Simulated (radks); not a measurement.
# Re¹¹⁺ in [Kr] 4d10 4f14 5s1 5p2 6s1: an all-electron calculation

The task here is to estimate one member of a computed series from the others.

The numbers are computed with radks (a radial shooting solver on a logarithmic mesh, Libxc functionals) version 1 (scalar-relativistic Kohn-Sham, r2SCAN, spin-unpolarised, spherical densities, finite nucleus), except any that are marked as measured or tabulated.

**What is computed**

```
element            : rhenium (Z = 75)
charge             : +11
electrons          : 64
configuration      : [Kr] 4d10 4f14 5s1 5p2 6s1
nuclear rms radius : 5.3698 fm
```

The outer shells:

Re¹¹⁺
```
[Kr] core
4d [↑↓][↑↓][↑↓][↑↓][↑↓]
4f [↑↓][↑↓][↑↓][↑↓][↑↓][↑↓][↑↓]
5s [↑ ]
5p [↑ ][↑ ][  ]
6s [↑ ]
```

The first run:

The run's settings:

```text
Z 75
configuration [Kr] 4d10 4f14 5s1 5p2 6s1
relativity scalar-relativistic
functional r2scan,r2scan
spin unpolarised
nucleus finite rms 5.3698 fm
c 137.035999084
```

One of the session's tables, all rows but one given; the rest of the session is left out.

It belongs to the step «Orbitals and density». Radial moments (bohr):

| level | <r> | outermost maximum (interpolated) | 90 % within | nodes |
| --- | --- | --- | --- | --- |
| 1s | 0.01804 | 0.0112 | 0.0329 | 0 |
| 2s | ? | ? | ? | ? |
| 2p | 0.06834 | 0.0530 | 0.111 | 0 |
| 3s | 0.1972 | 0.182 | 0.289 | 2 |
| 3p | 0.1977 | 0.180 | 0.296 | 1 |
| 3d | 0.1792 | 0.147 | 0.278 | 0 |
| 4s | 0.4403 | 0.413 | 0.631 | 3 |
| 4p | 0.4676 | 0.433 | 0.678 | 2 |
| 4d | 0.4973 | 0.443 | 0.742 | 1 |
| 5s | 0.9620 | 0.906 | 1.36 | 4 |
| 4f | 0.5518 | 0.416 | 0.888 | 0 |
| 5p | 1.063 | 0.995 | 1.50 | 3 |
| 6s | 1.800 | 1.79 | 2.49 | 5 |

Q: Estimate the row for 2s from the others.

The run gave: <r>: 0.07620; outermost maximum (interpolated): 0.0645; 90 % within: 0.118; nodes: 1. In the column «<r>» it lies between 2p (0.06834) and 3d (0.1792).
